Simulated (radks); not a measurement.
**Mg in [Ne] 3s2: an all-electron calculation**

One table from this session's results is given with a row withheld; the runs are named, their logs left out.

Method: scalar-relativistic Kohn-Sham, PBE, spin-polarised, spherical densities, finite nucleus. Code: radks (a radial shooting solver on a logarithmic mesh, Libxc functionals) version 1.

## The atom as given

* element: magnesium (Z = 12)
* charge: 0
* electrons: 12
* configuration: [Ne] 3s2
* nuclear rms radius: 3.057 fm

Outer shells as boxes (Hund's rule):

Mg
```
[Ne] core
3s [↑↓]
```

Set-up of the first run:

Input:

```text
Z 12
configuration [Ne] 3s2
relativity scalar-relativistic
functional pbe,pbe
spin polarised
nucleus finite rms 3.057 fm
c 137.035999084
```

Among the steps run: Self-consistent calculation.

One of the session's tables, all rows but one given; the rest of the session is left out.

It belongs to the step «Shells». Radial moments (bohr):

```
level     <r>  outermost maximum (interpolated)  90 % within  nodes
   1s       ?                                 ?            ?      ?
   2s  0.6972                             0.547         1.11      1
   2p  0.6894                             0.479         1.18      0
   3s   3.150                              2.55         4.87      2
```

**Question.** Estimate the row for 1s.

**Answer.** <r>: 0.1306; outermost maximum (interpolated): 0.0851; 90 % within: 0.234; nodes: 0. In the column «<r>» it is the lowest.
